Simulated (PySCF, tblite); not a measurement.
**CH12OSSi5: geometry, infrared bands and NMR shifts**

Wanted: the infrared bands and NMR shifts of CH12OSSi5 (`CS[Si@@H]1[SiH2][SiH2][Si@@H]1O[SiH3]`), by calculation.

Programs: tblite 0.8.0 and PySCF 2.14.0, with density-fitted response routines of our own. Each step states its level of theory. These are calculated values for one molecule in the gas phase, unless marked as measured. Atoms count from 0, in the outputs and in this text.

## 1. The starting structure

20 atoms, charge 0, multiplicity 1; geometry from: force field or distance geometry start.

Bonds of the start (Å): C0–S1 1.82, S1–Si2 2.15, Si2–Si3 2.27, Si3–Si4 2.28, Si4–Si5 2.28, Si5–O6 1.65, O6–Si7 1.65, Si5–Si2 2.29, C0–H8 1.10, C0–H9 1.08, C0–H10 1.09, Si2–H11 1.49, Si3–H12 1.48, Si3–H13 1.50, Si4–H14 1.50, Si4–H15 1.49, Si5–H16 1.49, Si7–H17 1.49, Si7–H18 1.48, Si7–H19 1.49.

## 2. Optimising the geometry with GFN2-xTB

Job settings and geometry (Å):

```
{"job": {"kind": "relax", "xc": "GFN2-xTB", "basis": "xTB"}, "charge": 0, "multiplicity": 1}
C      2.383500     2.504300    -0.273600
S      0.835500     1.629300    -0.640800
Si     0.616000     0.294300     1.035100
Si     1.923800    -1.553800     0.902900
Si     0.207400    -2.581600    -0.197600
Si    -1.192700    -1.103700     0.838100
O     -2.393400    -0.538100    -0.140700
Si    -3.517000     0.673200    -0.197400
H      2.300300     3.051600     0.671700
H      3.214100     1.812000    -0.214600
H      2.567900     3.224000    -1.074800
H      0.693000     1.044100     2.316200
H      3.173200    -1.383000     0.136000
H      2.177500    -2.166000     2.247600
H      0.288800    -2.379300    -1.677200
H      0.000100    -4.003400     0.192000
H     -1.704200    -1.589600     2.150000
H     -4.089900     0.742900    -1.569300
H     -2.888600     1.958000     0.176800
H     -4.600600     0.375500     0.773900
```

Command:

```console
OMP_NUM_THREADS=1 python probes_run.py task.json out
```

This one command runs all jobs of the session in turn.

**Question.** This job is followed by: GFN2-xTB harmonic vibrations, gas phase; GIAO PBE0/pcSseg-1 NMR shielding, non-relativistic, gas phase. What will the session give for the following? strongest single infrared mode (GFN2-xTB); zero-point energy (GFN2-xTB); 13C shifts against TMS (PBE0/pcSseg-1); 1H shifts against TMS (PBE0/pcSseg-1, means over atoms taken as alike); 33S shifts against CS2 (PBE0/pcSseg-1); 29Si shifts against TMS (PBE0/pcSseg-1); 17O shifts against H2O (PBE0/pcSseg-1).

**Answer**, as computed:

| quantity | value |
| --- | --- |
| strongest single infrared mode (GFN2-xTB) | 2166 cm⁻¹, 600 km/mol |
| zero-point energy (GFN2-xTB) | 72.7 kcal/mol |
| 13C shifts against TMS (PBE0/pcSseg-1) | 19.1 ppm |
| 1H shifts against TMS (PBE0/pcSseg-1, means over atoms taken as alike) | 6.57, 5.68, 5.14, 4.48, 4.09, 3.92, 3.91, 2.07 ppm |
| 33S shifts against CS2 (PBE0/pcSseg-1) | -216 ppm |
| 29Si shifts against TMS (PBE0/pcSseg-1) | 12.2, -5.4, -38.2, -96.2, -106.5 ppm |
| 17O shifts against H2O (PBE0/pcSseg-1) | 9.6 ppm |

**Reading.** The optimisation took 137 steps and gained 0.631 eV; among the close pairs (by a distance rule), Si2–Si3 changed most, from 2.268 to 2.378 Å. No mode is imaginary among the 54: a minimum at this level. Unscaled tight-binding wavenumbers are off by several per cent, some by more. Its intensities can rank the bands wrongly. At PBE0/pcSseg-1: Shielding is most anisotropic at S1 (span 349 ppm, paramagnetic term -342 ppm).
